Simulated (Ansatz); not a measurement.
**2 structures of YMg3: ranking of polymorphs by energy, by script**

Which structure of YMg3 is lowest? A script is to give a ranking of polymorphs by energy; the system is 2 structures of YMg3.

All numbers are computed with Ansatz 0.2.0 through its Python package. Level of theory: DFT LDA, plane waves, PAW.

### 1 Starting point

YMg3 Fm-3m: The structure is cubic, space group Fm-3m (No. 225). Conventional cell: a = 7.300 Å, b = 7.300 Å, c = 7.300 Å, α = 90.00°, β = 90.00°, γ = 90.00°. Around Y (site symmetry m-3m) lie 8 Mg at 3.16 Å. Around Mg (site symmetry -43m) lie 4 Y at 3.16 Å and 4 Mg at 3.16 Å. Mg (site symmetry m-3m) has 8 Mg at 3.16 Å as nearest neighbours.

YMg3 P-6m2: It takes space group P-6m2 (No. 187, hexagonal). Conventional cell: a = 3.308 Å, b = 3.308 Å, c = 10.932 Å, α = 90.00°, β = 90.00°, γ = 120.00°. Y (site symmetry -6m2) has 6 Y at 3.31 Å and 6 Mg at 3.41 Å as nearest neighbours. Mg (site symmetry -6m2) has 12 Mg at 3.26 to 3.31 Å as nearest neighbours. Mg (site symmetry 3m) has 9 Mg at 3.26 to 3.31 Å and 3 Y at 3.41 Å as nearest neighbours.

No structure file is read: the coordinates are typed or built in the script.

### 2 The script

File run_polymorphs.py:

```python
"""Which structure of YMg3 is lowest in energy, at the given cells."""

import ansatz as az
import numpy as np
import spglib

SETTINGS = {
    "functional": "LDA",
    "ecut": 460,
    "kspacing": 0.27,
    "filling": "cold",
    "width_ev": 0.1,
}


def ground_state(name, crystal):
    calc = crystal.calculation()
    calc = calc.functional(SETTINGS["functional"])
    calc = calc.basis(SETTINGS["ecut"]).kpoints(spacing=SETTINGS["kspacing"])
    calc = calc.occupations(SETTINGS["filling"], width=SETTINGS["width_ev"]).stress()
    calc = calc.band_table()
    return calc.run()


def volume_per_atom(outcome):
    return abs(np.linalg.det(outcome.lattice.cell_ang)) / len(outcome.lattice.sites)


def pressure_gpa(outcome):
    return float(np.trace(outcome.report["stress_gpa"]) / 3)


def space_group(outcome):
    sites = outcome.report["lattice"]["sites"]
    kinds = sorted({site["symbol"] for site in sites})
    cell = (outcome.lattice.cell_ang, [site["position_frac"] for site in sites], [kinds.index(site["symbol"]) for site in sites])
    return spglib.get_spacegroup(cell, symprec=0.01)


def main() -> None:
    phases = {}
    fm_3m = (
        az.Lattice.from_parameters(5.161572, 5.161572, 5.161572, alpha=60.0, beta=60.0, gamma=60.0)
        .atom("Y", [0.0, 0.0, 0.0])
        .atom("Mg", [0.25, 0.25, 0.25])
        .atom("Mg", [0.5, 0.5, 0.5])
        .atom("Mg", [0.75, 0.75, 0.75])
    )
    phases["Fm-3m"] = fm_3m
    p_6m2 = (
        az.Lattice.from_parameters(3.307985, 3.307985, 10.932285, alpha=90.0, beta=90.0, gamma=120.0)
        .atom("Y", [2 / 3, 1 / 3, 0.5])
        .atom("Mg", [2 / 3, 1 / 3, 0.0])
        .atom("Mg", [1 / 3, 2 / 3, 0.242118])
        .atom("Mg", [1 / 3, 2 / 3, 0.757882])
    )
    phases["P-6m2"] = p_6m2

    done = {}
    for name, crystal in phases.items():
        try:
            done[name] = ground_state(name, crystal)
        except az.NonConvergedError as error:
            print(name, "did not converge:", str(error)[:120])

    energy = {name: o.report["energy_sigma0_ev"] / len(o.lattice.sites) for name, o in done.items()}
    lowest = min(energy.values())
    rows = [(name, len(o.lattice.sites), 1000 * (energy[name] - lowest), volume_per_atom(o), pressure_gpa(o), space_group(o)) for name, o in done.items()]
    rows.sort(key=lambda row: row[2])
    print("| phase | atoms | dE (meV/atom) | V (A^3/atom) | P (GPa) | space group |")
    print("| --- | --- | --- | --- | --- | --- |")
    for row in rows:
        print(f"| {row[0]} | {row[1]:d} | {row[2]:.1f} | {row[3]:.3f} | {row[4]:.2f} | {row[5]} |")
    print("order:", " < ".join(row[0] for row in rows))


if __name__ == "__main__":
    main()
```

### 3 The calls as engine input

The engine receives this input (first run):

```yaml
crystal:
  lattice:
    a: 5.161572
    b: 5.161572
    c: 5.161572
    alpha: 60.0
    beta: 60.0
    gamma: 60.0
  atoms:
    - { symbol: "Y", position: [0.0, 0.0, 0.0] }
    - { symbol: Mg, position: [0.25, 0.25, 0.25] }
    - { symbol: Mg, position: [0.5, 0.5, 0.5] }
    - { symbol: Mg, position: [0.75, 0.75, 0.75] }
basis:
  ecutwfc: 460.0
kpoints:
  mp_grid:
    kspacing: 0.27
hamiltonian:
  xc: lda
scf:
  occupations:
    method: cold
    width: 0.1
output:
  stress: true
  eigenvalues: true
```

### 4 Launch

The run is started by

```
python run_polymorphs.py
```

**Question.** Which of these structures comes out lowest, and how far apart are they?

As calculated:

| quantity | value |
| --- | --- |
| runs compared | 2 |
| lowest | run 1 (Fm-3m) |
| next above it by | 127.2 meV/atom |

What this shows: By space group at the end of each run: Fm-3m (+0 meV an atom, 24.3 Å³) and P-6m2 (+127 meV an atom, 25.9 Å³). What to keep in mind:
- Pressure is positive in compression.
- The ranking holds among these structures alone, at zero temperature; the ground state may be another structure. Differences under about 40 meV an atom lie within the error of mesh and functional. Whether this is the phase that is stable at ambient conditions was not tested.
